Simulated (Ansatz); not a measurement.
# C2H5F2InO: one species, many functionals

One table from this session's results is given with a row withheld; the runs are named, their logs left out.

Method: functionals in def2-TZVPP; program: Ansatz 0.2.0, Gaussian basis.

The runs, in order: LDA (SPW92), PBE-D4, revPBE-D4, BLYP-D4, r2SCAN-D4, B97M-V, PBE0-D4, B3LYP-D4, r2SCANh-D4, r2SCAN0-D4, HSE06-D4, BHLYP-D4.

## The geometry

All runs share one geometry, relaxed beforehand with PBE0-D4 in a triple-zeta def2 set. In takes the def2 core potential; no spin-orbit term is included.

SMILES `CC[O][In]([F])[F]`, 11 atoms, charge 0, spin multiplicity 1.

Atoms are counted from 1 here; the program's logs count them from 0.

Bond lengths: C1–C2 1.511 Å, C1–H7 1.093 Å, C1–H8 1.097 Å, C1–H9 1.093 Å, C2–O3 1.416 Å, C2–H10 1.096 Å, C2–H11 1.098 Å, O3–In4 1.956 Å, In4–F5 1.939 Å, In4–F6 1.926 Å. Angles: C2–C1–H7 111.0°, C2–C1–H8 111.0°, C2–C1–H9 110.6°, H7–C1–H8 107.0°, H7–C1–H9 108.1°, H8–C1–H9 109.0°, C1–C2–O3 113.3°, C1–C2–H10 109.9°, C1–C2–H11 110.0°, O3–C2–H10 105.5°, O3–C2–H11 110.6°, H10–C2–H11 107.2°, C2–O3–In4 120.7°, O3–In4–F5 123.9°, O3–In4–F6 122.3°, F5–In4–F6 113.8°.

The first run:

The input, in.yaml:

```yaml
crystal:
  periodic: [false, false, false]
  atoms:
    - {symbol: C, position_ang: [-0.117290, -1.206939, 0.587265]}
    - {symbol: C, position_ang: [1.079859, -0.345511, 0.257537]}
    - {symbol: O, position_ang: [0.786794, 1.040089, 0.241833]}
    - {symbol: In, position_ang: [-0.743464, 1.725542, -0.765526]}
    - {symbol: F, position_ang: [-1.793342, 0.657235, -1.996186]}
    - {symbol: F, position_ang: [-1.310384, 3.562408, -0.651776]}
    - {symbol: H, position_ang: [0.162922, -2.262023, 0.643120]}
    - {symbol: H, position_ang: [-0.888682, -1.121124, -0.188593]}
    - {symbol: H, position_ang: [-0.546424, -0.917752, 1.549931]}
    - {symbol: H, position_ang: [1.854266, -0.473286, 1.022336]}
    - {symbol: H, position_ang: [1.515745, -0.658641, -0.699942]}
basis:
  gaussian: {orbitals: def2-TZVPP}
hamiltonian: {xc: lda}
output: {orbitals: {seedname: orbitals}}
```

Command:

```console
> ansatz run in.yaml --threads 2 --pin off --events-out ev --progress --plain --max-ram 32768MiB --backend cuda --devices 0, --max-vram 18GiB
```

Among the steps run: LDA; PBE-D4 (GGA); revPBE-D4 (GGA); BLYP-D4 (GGA); r2SCAN-D4 (meta-GGA); B97M-V (meta-GGA); PBE0-D4 (hybrid); B3LYP-D4 (hybrid); r2SCANh-D4 (hybrid); r2SCAN0-D4 (hybrid); HSE06-D4 (hybrid); BHLYP-D4 (hybrid).

One table of the session follows, with a row left open; its other results are not shown here.

It belongs to the step «Orbital energies across the functionals». 

```
 functional  HOMO (eV)  LUMO (eV)  gap (eV)
LDA (SPW92)      -7.10      -3.92      3.18
     PBE-D4      -6.89      -3.56      3.34
  revPBE-D4      -6.81      -3.40      3.40
    BLYP-D4      -6.83      -3.56      3.27
  r2SCAN-D4      -7.20      -3.35      3.85
     B97M-V      -7.31      -3.48      3.83
    PBE0-D4      -8.43      -2.64      5.79
   B3LYP-D4      -8.22      -3.01      5.21
 r2SCANh-D4      -7.78      -3.02      4.76
 r2SCAN0-D4          ?          ?         ?
   HSE06-D4      -8.02      -3.01      5.01
   BHLYP-D4      -9.95      -1.81      8.14
```

Q: Estimate the row for r2SCAN0-D4 from the others.

Worked estimate for «HOMO (eV)». Against the share of exact exchange, r2SCAN-D4 (0, -7.20), r2SCANh-D4 (0.1, -7.78) give a slope of -5.80 per unit share; at 0.25 the line stands at -8.65.

As computed: HOMO (eV): -8.65; LUMO (eV): -2.52; gap (eV): 6.13. In «HOMO (eV)» the line misses by 0.00.
